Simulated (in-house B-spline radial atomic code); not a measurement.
**Co³⁺: ionisation energy by several methods**

How far do functionals differ on the ionisation energy of Co³⁺? Each run solves Co³⁺ and then the next ion ([Ar] 3d5).

Method: scalar-relativistic (X2C), several functionals, spin-polarised; spherical all-electron atom at the radial basis limit. Code: in-house B-spline radial atomic code version 1.

**1. The system**

| Property | Result |
| --- | --- |
| element | cobalt (Z = 27) |
| charge | +3 |
| electrons | 24 |
| configuration | [Ar] 3d6 |
| nucleus | Fermi, rms radius 3.788 fm |

The outer shells:

[Ar] 3d6
```
[Ar] core
3d [↑↓][↑ ][↑ ][↑ ][↑ ]
```

Where spins are not typed, each open shell is filled with up spins first.

**2. PBEsol**

Settings, as recorded:

```ini
Z = 27
electrons = 24.0
configuration = [Ar] 3d6
hamiltonian = x2c
method = pbesol
spin_polarised = True
nucleus = fermi
rms_radius = 3.7875
mass_number = 59
atomic_mass = 58.933193524
speed_of_light = 137.035999084
```

**3. Hartree-Fock**

Settings: those of step 2 with these lines changed.

```diff
@@ -4,3 +4,3 @@
 hamiltonian = x2c
-method = pbesol
+method = hf
 spin_polarised = True
```

**4. OLYP**

Settings: those of step 3 with these lines changed.

```diff
@@ -4,3 +4,3 @@
 hamiltonian = x2c
-method = hf
+method = optx,lyp
 spin_polarised = True
```

**5. PW91**

Settings: those of step 4 with these lines changed.

```diff
@@ -4,3 +4,3 @@
 hamiltonian = x2c
-method = optx,lyp
+method = pw91,pw91
 spin_polarised = True
```

**6. LDA (VWN5)**

Settings: those of step 5 with these lines changed.

```diff
@@ -4,3 +4,3 @@
 hamiltonian = x2c
-method = pw91,pw91
+method = lda,vwn
 spin_polarised = True
```

**7. PBE**

Settings: those of step 6 with these lines changed.

```diff
@@ -4,3 +4,3 @@
 hamiltonian = x2c
-method = lda,vwn
+method = pbe,pbe
 spin_polarised = True
```

**8. BP86**

Settings: those of step 7 with these lines changed.

```diff
@@ -4,3 +4,3 @@
 hamiltonian = x2c
-method = pbe,pbe
+method = b88,p86
 spin_polarised = True
```

**9. SCAN**

Settings: those of step 8 with these lines changed.

```diff
@@ -4,3 +4,3 @@
 hamiltonian = x2c
-method = b88,p86
+method = scan,scan
 spin_polarised = True
```

**10. r2SCAN**

Settings: those of step 9 with these lines changed.

```diff
@@ -4,3 +4,3 @@
 hamiltonian = x2c
-method = scan,scan
+method = r2scan
 spin_polarised = True
```

Before running: The tabulated ionisation energy is 51.27 ± 0.1 eV (semi-empirical; NIST Atomic Spectra Database). What does each method give, and which comes nearest?

**Answer**, as computed:

| method | rung | total energy (hartree) | ΔSCF (eV) | −ε highest (eV) | ΔSCF less tabulated (eV) |
| --- | --- | --- | --- | --- | --- |
| LDA (VWN5) | LDA | -1388.4046 | 52.460 | 42.853 (3d down) | +1.190 |
| PBEsol | GGA | -1389.5841 | 51.947 | 42.364 (3d down) | +0.677 |
| OLYP | GGA | -1391.4357 | 51.908 | 42.299 (3d down) | +0.638 |
| PW91 | GGA | -1391.1927 | 52.156 | 42.550 (3d down) | +0.886 |
| PBE | GGA | -1390.8389 | 51.991 | 42.405 (3d down) | +0.721 |
| BP86 | GGA | -1391.2882 | 52.135 | 42.532 (3d down) | +0.865 |
| SCAN | meta-GGA | -1391.1915 | 50.694 | 41.388 (3d down) | -0.576 |
| r2SCAN | meta-GGA | -1391.0510 | 50.760 | 41.452 (3d down) | -0.510 |
| Hartree-Fock | Hartree-Fock | -1389.9373 | 49.152 | 51.785 (3d down) | -2.118 |

What this shows: The tabulated ionisation energy is 51.27 ± 0.1 eV (semi-empirical; NIST Atomic Spectra Database). r2SCAN comes nearest (-0.510 eV) and Hartree-Fock is farthest (-2.118 eV, 4.1 %). Mean absolute error by rung (exchange-only levels left out): LDA 1.19 eV, GGA 0.76 eV, meta-GGA 0.54 eV, Hartree-Fock 2.12 eV. Relativistic terms that these runs lack can be as large as the gaps between close methods, so the nearest may be so by luck. PBE is off by +0.721 eV. Open shells are averaged (over orientations, and over spins where the run is restricted), while tables refer to the lowest levels. For the semilocal functionals minus the highest level recovers only 81 to 82 % of their own ΔSCF value, a mark of self-interaction.

Members of this set that are not shown: 12 used exact exchange with fractional occupations of an open shell, which is unsound here.
